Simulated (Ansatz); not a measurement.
Born–Oppenheimer molecular dynamics of a periodic cell of 17 atoms, Mg8O9 (host MgO, host structure Fm-3m, interstitial O). It goes on from the last frame of an earlier run, with new velocities.

All numbers below come from DFT LDA, scalar-relativistic, plane waves, PAW (Ansatz 0.2.0). Settings: PAW set soft_1, cutoff 420 eV, k mesh 2x2x2, fermi-dirac smearing 0.05 eV, spin collinear.

```yaml
ensemble: NVT, Nosé–Hoover chain
time_step: 1 fs
steps_asked: 200
set_temperature: 840 K
thermostat: time constant 3 fs, chain length 1
seed: 662351
```

First frame:

```xyz
17
Lattice="0.0000 3.8990 3.8990 3.8990 0.0000 3.8990 3.8990 3.8990 0.0000" Properties=species:S:1:pos:R:3
Mg 0.130 0.011 0.280
O 1.944 1.920 2.252
Mg 2.047 2.091 0.364
O 3.973 3.787 2.209
Mg 1.991 -0.105 2.403
O 3.950 1.863 4.184
Mg 3.962 1.889 2.300
O 5.915 3.809 4.306
Mg 0.001 1.888 2.234
O 1.961 4.385 3.672
Mg 1.869 3.820 2.096
O 3.937 5.665 4.268
Mg 1.914 1.695 4.166
O 3.848 3.893 6.227
Mg 3.759 3.712 4.142
O 6.001 5.809 6.074
O 5.871 7.319 4.654
```

Task: What does the run give?

Result: The run went to its last step.

| Item | Value |
| --- | --- |
| steps done | 200 |
| time covered | 200 fs |
| mean temperature over the second half | 837 K |
| spread of the potential energy over the second half | 32.3 meV per atom |
| mean potential energy of the second half above the start | 26.1 meV per atom |

The conserved energy stayed within 0.41 meV per atom of its start (net change 0.1 meV per atom), so the integration is sound. A run of 0.2 ps of so small a system gives no equilibrium averages. Limits of this set-up: coarse k mesh, PAW files made for another functional, a small cell, in which the defect meets its images.

Task: What happens to the structure?

Result: Mean squared displacements from the first frame to the last, about the centre of mass: Mg 0.02 Å², O 0.03 Å². The details hang on the random start.

Task: How do temperature and energy run in time?

Result: 
| time (fs) | T (K) | potential energy less start (eV) | conserved less start (meV/atom) |
| --- | --- | --- | --- |
| 0 | 840 | 0.000 | 0.00 |
| 16 | 746 | 0.709 | 0.21 |
| 32 | 786 | 0.802 | 0.18 |
| 48 | 1260 | 0.056 | -0.06 |
| 64 | 942 | 0.226 | -0.06 |
| 80 | 486 | 0.592 | 0.05 |
| 96 | 812 | 0.537 | 0.05 |
| 112 | 857 | -0.287 | -0.23 |
| 128 | 942 | 1.419 | 0.38 |
| 144 | 1193 | 0.435 | -0.07 |
| 160 | 531 | -0.007 | -0.11 |
| 176 | 439 | -0.042 | -0.14 |
| 192 | 1257 | 0.793 | 0.00 |

Time of the run: 27 min on 1 thread of Arm Neoverse V1, with other jobs on the host, peak memory 0.42 GiB.
